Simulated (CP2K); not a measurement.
NiMoIrPdW in CP2K: the effect of functional

NiMoIrPdW:

```xyz
5
Lattice="2.7470 0.0000 0.0000 1.2553 2.4434 0.0000 -1.8468 -1.1275 10.9322" Properties=species:S:1:pos:R:3 pbc="T T T"
Ni    1.4494    0.8849    3.2277
Mo   -0.4128   -0.2520    9.9709
Pd    0.0838    0.0512    5.3634
Ir    2.8015    1.7103    1.1809
W     1.4667    0.8954    7.5876
```

The cell was built by a generator and needn't be a form met in nature.

Alike in all runs:

- Program: CP2K 2026.2
- Task: band structure
- Potentials or basis: GTH_POTENTIALS Ni GTH-PBE-q18, Pd GTH-PBE-q18, Ir GTH-PBE-q17, W GTH-PBE-q14; POTENTIAL_UZH Mo GTH-PBE-q14; TZVP-MOLOPT-SR-GTH, TZVP-MOLOPT-PBE-GTH basis
- Density cutoff: 13606 eV
- k mesh: 11 × 11 × 3
- Occupations: fermi-dirac, width 0.05 eV
- Spin: collinear spin, ferromagnetic start
- Starting moments: [1.0, 1.0, 0.0, 0.6, 0.0] μB

| functional | pressure (GPa) |
| --- | --- |
| LDA | ? |
| PBEsol | -8.6 |
| RPBE | 3.6 |

Q: What does the run with functional LDA give?

A: Pressure -13.3 GPa.

Caveats: the potentials were made for another functional, which shifts forces and pressure; the basis of atomic orbitals isn't converged, which shifts pressures, moduli and gaps; the total moment is fixed, so each spin has its own Fermi level.
